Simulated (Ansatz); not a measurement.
**CH₂FNSi: one species, many methods**

An exercise on one series of results from a longer session: the logs are not shown, and one member is left open.

Computed with Ansatz 0.2.0, Gaussian basis. Level: functionals in def2-TZVPP, the program's frozen cores in correlated methods.

Plan: LDA (SPW92), PBE-D4, revPBE-D4, BLYP-D4, r2SCAN-D4, B97M-V, PBE0-D4, B3LYP-D4, r2SCANh-D4, r2SCAN0-D4, HSE06-D4, BHLYP-D4, CAM-B3LYP-D4, LC-ωPBE, ωB97X-V, ωB97M-V, B2PLYP, PBE-QIDH; CCSD(T)/def2-SVP; CCSD(T)/def2-TZVPP; MP2/def2-QZVPP; extrapolation to the limit; RPA on PBE.

### The relaxed structure

The geometry comes from an earlier relaxation with PBE0-D4 in a triple-zeta def2 set; it is a stationary point.

6 atoms, charge 0, spin multiplicity 1.

Atoms are counted from 1 here; the program's logs count them from 0.

Bond lengths: F1–Si2 1.587 Å, Si2–C3 1.754 Å, Si2–N4 1.756 Å, Si2–H5 1.466 Å, C3–N4 1.292 Å, C3–H6 1.091 Å. Angles: F1–Si2–C3 122.5°, F1–Si2–N4 118.9°, F1–Si2–H5 108.3°, C3–Si2–N4 43.2°, C3–Si2–H5 127.2°, N4–Si2–H5 121.7°, Si2–C3–N4 68.5°, Si2–C3–H6 163.6°, N4–C3–H6 127.8°, Si2–N4–C3 68.3°.

The first run:

Contents of in.yaml:

```yaml
crystal:
  periodic: [false, false, false]
  atoms:
    - {symbol: F, position_ang: [1.859255, -0.343984, -0.757272]}
    - {symbol: Si, position_ang: [0.285768, -0.206877, -0.605858]}
    - {symbol: C, position_ang: [-0.466674, 0.494272, 0.814747]}
    - {symbol: N, position_ang: [-0.480569, -0.796516, 0.859993]}
    - {symbol: H, position_ang: [-0.321410, -0.404230, -1.925232]}
    - {symbol: H, position_ang: [-0.834270, 1.193336, 1.567522]}
basis:
  gaussian: {orbitals: def2-TZVPP}
hamiltonian: {xc: lda}
output: {orbitals: {seedname: orbitals}}
```

Started as:

```
$ ansatz run in.yaml --threads 2 --pin off --events-out ev --progress --plain --max-ram 4352MiB
```

Among the steps run: LDA; PBE-D4 (GGA); revPBE-D4 (GGA); BLYP-D4 (GGA); r2SCAN-D4 (meta-GGA); B97M-V (meta-GGA); PBE0-D4 (hybrid); B3LYP-D4 (hybrid); r2SCANh-D4 (hybrid); r2SCAN0-D4 (hybrid); HSE06-D4 (hybrid); BHLYP-D4 (hybrid); CAM-B3LYP-D4 (range-separated); LC-ωPBE (range-separated); ωB97X-V (range-separated); ωB97M-V (range-separated); B2PLYP (double hybrid); PBE-QIDH (double hybrid).

One of the session's tables, all rows but one given; the rest of the session is left out.

```
  functional  HOMO (eV)  gap (eV)
 LDA (SPW92)      -5.85      3.24
      PBE-D4      -5.70      3.36
   revPBE-D4      -5.64      3.40
     BLYP-D4      -5.58      3.40
   r2SCAN-D4      -5.92      3.81
      B97M-V      -5.99      4.02
     PBE0-D4      -6.98      5.83
    B3LYP-D4      -6.77      5.37
  r2SCANh-D4      -6.40      4.73
  r2SCAN0-D4      -7.13      6.10
    HSE06-D4      -6.57      5.03
    BHLYP-D4      -8.18      8.31
CAM-B3LYP-D4      -8.34      8.46
     LC-ωPBE      -9.66     11.03
     ωB97X-V      -9.31     10.60
     ωB97M-V          ?         ?
```

Estimate the missing values for ωB97M-V.

**Answer.** HOMO (eV): -9.20; gap (eV): 10.38. In the column «HOMO (eV)» it lies between ωB97X-V (-9.31) and CAM-B3LYP-D4 (-8.34).
